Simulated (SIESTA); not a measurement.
Ti3AlC2:

```xyz
12
Lattice="3.0720 0.0000 0.0000 -1.5360 2.6604 0.0000 0.0000 0.0000 18.7300" Properties=species:S:1:pos:R:3 pbc="T T T"
Ti    1.5360    0.8868   16.3138
Ti    0.0000    1.7736    6.9488
Ti    1.5360    0.8868   11.7812
Ti    0.0000    1.7736    2.4162
Ti    0.0000    0.0000    9.3650
Ti    0.0000    0.0000    0.0000
Al    0.0000    0.0000   14.0475
Al    0.0000    0.0000    4.6825
C     1.5360    0.8868    8.0520
C     0.0000    1.7736   17.4170
C     1.5360    0.8868    1.3130
C     0.0000    1.7736   10.6780
```

* Program: SIESTA 5.4.2
* Task: single point
* Functional: PBEsol
* Potentials or basis: PseudoDojo 0.4 standard (PBEsol files)
* Basis: DZP (energy shift 0.003 Ry; two zetas on semicore shells)
* Grid cutoff: 800 Ry
* Energy shift: 0.003 Ry
* k mesh: 10 × 10 × 2
* Occupations: fermi-dirac, width 0.05 eV
* Spin: no spin polarisation

On this cell: pressure -5.4 GPa; largest force 0.743 eV/Å; band gap on the k mesh none (metal or under the smearing width).

The same run follows on a disturbed copy (atoms moved at random, drawn with an rms of 0.05 Å):

```xyz
12
Lattice="3.0720 0.0000 0.0000 -1.5360 2.6604 0.0000 0.0000 0.0000 18.7300" Properties=species:S:1:pos:R:3 pbc="T T T"
Ti    1.5652    0.9202   16.3065
Ti    0.0318    1.7946    6.9687
Ti    1.4832    0.8262   11.7785
Ti   -0.0120    1.8136    2.4152
Ti   -0.0023    0.0101    9.3428
Ti    0.0085   -0.0351    0.0041
Al    0.0146    0.0151   14.0357
Al    0.0786    0.0504    4.6119
C     1.5205    0.9160    8.0463
C     0.0101    1.7845   17.3564
C     1.5023    0.8812    1.3049
C    -0.0140    1.8010   10.6668
```

Q: What changes?

A: The energy (extrapolated to zero smearing) moves by +12.3 meV/atom; pressure -4.8 GPa; largest force 1.340 eV/Å; band gap on the k mesh none (metal or under the smearing width).

Forces on the atoms (eV/Å):
```
Ti  -0.234 -0.311  0.353
Ti  -0.428  0.103 -0.047
Ti   0.419  0.913 -0.886
Ti  -0.017 -0.455 -1.000
Ti  -0.136  0.159  0.484
Ti  -0.230  0.500 -0.241
Al  -0.081 -0.065  0.021
Al  -0.194 -0.040  0.638
C    0.506 -0.200  0.081
C    0.154 -0.012  0.713
C    0.438  0.241 -0.109
C   -0.198 -0.838 -0.008
```

Stress tensor (GPa, compression positive):
```
-4.12 -0.29  0.86
-0.29 -3.67  0.55
 0.86  0.55 -6.47
```

Caveats: the basis of atomic orbitals isn't converged, which shifts pressures, moduli and gaps.
